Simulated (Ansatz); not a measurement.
# CH6GeOSi: rigid scan of one bond length from a Python script

How does the energy of CH6GeOSi change as one bond is stretched? Wanted for CH6GeOSi: a rigid scan of one bond length.

Computed with Ansatz 0.2.0 through its Python package. Level of theory: CAM-B3LYP/def2-SVP.

## Step 1: The structure

Bond lengths: O1–Si2 1.669 Å, Si2–C3 1.802 Å, Si2–Ge4 2.364 Å, C3–Ge4 1.860 Å, O1–H5 1.015 Å, Si2–H6 1.478 Å, C3–H7 1.108 Å, C3–H8 1.170 Å, Ge4–H9 1.575 Å, Ge4–H10 1.559 Å. Angles (14 of 19 angles, heavy atoms first): O1–Si2–C3 112.1°, O1–Si2–Ge4 109.7°, C3–Si2–Ge4 50.9°, Si2–C3–Ge4 80.4°, Si2–Ge4–C3 48.7°, O1–Si2–H6 121.7°, C3–Si2–H6 125.7°, Ge4–Si2–H6 111.6°, Si2–O1–H5 106.8°, Si2–C3–H7 117.0°, Si2–C3–H8 114.4°, Ge4–C3–H7 115.8°, Ge4–C3–H8 113.1°, Si2–Ge4–H9 116.4°.

ch6geosi.xyz, read by the script:

```xyz
10

O    -1.19200    1.33860   -1.22770
Si   -0.30190    1.03390    0.15090
C     1.14430    0.01320   -0.18720
Ge   -0.02480   -1.29790    0.42330
H    -2.14140    1.03490   -1.03650
H    -0.60680    1.69870    1.43470
H     1.45990   -0.07770   -1.24490
H     2.04570    0.19760    0.53620
H     0.27200   -1.80260    1.88570
H    -0.57190   -2.19000   -0.73170
```

## Step 2: The script

scan_ch6geosi.py reads:

```python
# -*- coding: utf-8 -*-
"""Potential curve of CH6GeOSi along one bond."""

import logging
import sys

import ansatz as az
import matplotlib.pyplot as plt
import numpy as np

logging.basicConfig(stream=sys.stdout, format="[%(levelname)s] %(message)s")
log = logging.getLogger("ansatz_job")
log.setLevel(logging.INFO)


def main():
    mol = az.Crystal.molecule_from_extxyz("ch6geosi.xyz")

    symbols = [site.symbol for site in mol.cartesian_sites]
    start = np.array([site.position_ang for site in mol.cartesian_sites])
    axis = (start[8] - start[3]) / np.linalg.norm(start[8] - start[3])
    moving = [8]
    lengths, energies = [1.34, 1.45, 1.58, 1.73, 1.97, 2.36, 2.84, 3.47], []
    for length in lengths:
        xyz = start.copy()
        xyz[moving] += (length - np.linalg.norm(start[8] - start[3])) * axis
        point = az.Crystal.molecule()
        for symbol, place in zip(symbols, xyz):
            point = point.atom(symbol, place.tolist())
        setup = (
            point.calculation()
            .basis(gaussian="def2-SVP")  # atom-centred Gaussian functions
            .functional("cam_b3lyp")
            .spin("collinear")  # spin-polarised run
        )
        summary = setup.run(threads=1, backend="cpu").report
        energies.append(summary["free_energy_ev"])
        log.info(f"r = {length:6.3f} A  E = {energies[-1]:.5f} eV  <S^2> = {abs(summary['mean_field']['state']['spin_squared']):.3f}")

    print("energy above the lowest point (eV):", [round(e - min(energies), 3) for e in energies])
    plt.figure(figsize=(4.5, 3))
    plt.plot(lengths, np.array(energies) - min(energies), "o-")
    plt.xlabel("bond length (A)")
    plt.ylabel("E - E(min) (eV)")
    plt.tight_layout()
    plt.savefig("scan.png", dpi=100)


if __name__ == "__main__":
    main()
```

## Step 3: Running it

Launch:

```bash
$ python scan_ch6geosi.py
```

Q: Predict the main results. Wanted: range of energy; lowest point, distance.

As calculated:

| quantity | value |
| --- | --- |
| runs compared | 8 |
| range of energy | 3.364 eV |
| lowest point, distance (Å) | 1.58 |

What this shows: The lowest point, at 1.58, lies inside the range. The ends stand 0.371 and 3.36 eV above it. The distance scanned is the script's pair 3, 8. <S²> moves from 0.00 to 0.95: along the scan the mean field breaks spin symmetry. Reading the output:
- The rest of the molecule is held rigid at a force-field or estimated start geometry, and the basis set is modest; single-reference methods fail as a bond breaks.
